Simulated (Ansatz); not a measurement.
# Al2Cl2F4: the cost of one run

Program: Ansatz 0.2.0, Gaussian basis. Level of theory: the settings change from run to run. These are calculated values, not measurements.

**1. The relaxed structure**

An earlier PBE0-D4 in a triple-zeta def2 set relaxation fixed the geometry.

8 atoms, charge 0, spin multiplicity 1.

Atoms are counted from 1 here; the program's logs count them from 0.

Bond lengths: F1–Al2 1.630 Å, Al2–Cl3 2.062 Å, Al2–F4 1.803 Å, Al2–F8 1.803 Å, F4–Al5 1.803 Å, Al5–F6 1.630 Å, Al5–Cl7 2.062 Å, Al5–F8 1.803 Å. Angles: F1–Al2–Cl3 123.9°, F1–Al2–F4 109.8°, F1–Al2–F8 109.8°, Cl3–Al2–F4 112.2°, Cl3–Al2–F8 112.2°, F4–Al2–F8 80.7°, Al2–F4–Al5 99.3°, F4–Al5–F6 109.8°, F4–Al5–Cl7 112.2°, F4–Al5–F8 80.7°, F6–Al5–Cl7 123.9°, F6–Al5–F8 109.8°, Cl7–Al5–F8 112.2°, Al2–F8–Al5 99.3°.

**2. wB97/6-31G**

Options: charge -1, multiplicity 2, restricted open-shell orbitals, high accuracy.

The input, in.yaml:

```yaml
crystal:
  periodic: [false, false, false]
  atoms:
    - {symbol: F, position_ang: [-0.150104, -1.266245, 2.277671]}
    - {symbol: Al, position_ang: [0.568415, -0.914732, 0.857666]}
    - {symbol: Cl, position_ang: [2.333642, -1.767805, 0.220019]}
    - {symbol: F, position_ang: [-0.667391, -0.848049, -0.453194]}
    - {symbol: Al, position_ang: [-0.689536, 0.931024, -0.743746]}
    - {symbol: F, position_ang: [-2.080514, 1.566141, -0.179782]}
    - {symbol: Cl, position_ang: [0.151773, 1.433642, -2.557563]}
    - {symbol: F, position_ang: [0.533725, 0.866034, 0.578908]}
basis:
  gaussian: {orbitals: 6-31G}
total_charge: -1
magnetization: {spin_polarized: false, initial_magnetization: 1}
hamiltonian: {xc: {name: wB97}}
accuracy: high
```

On the command line:

```
$ ansatz run in.yaml --threads 4 --pin off --events-out ev --progress --plain --max-ram 11315MiB
```

**Question.** How long does this run take on 4 threads of Arm Neoverse V2, shared host, and how much memory does it need?

About 32 s, with a peak of 1.1 GiB.
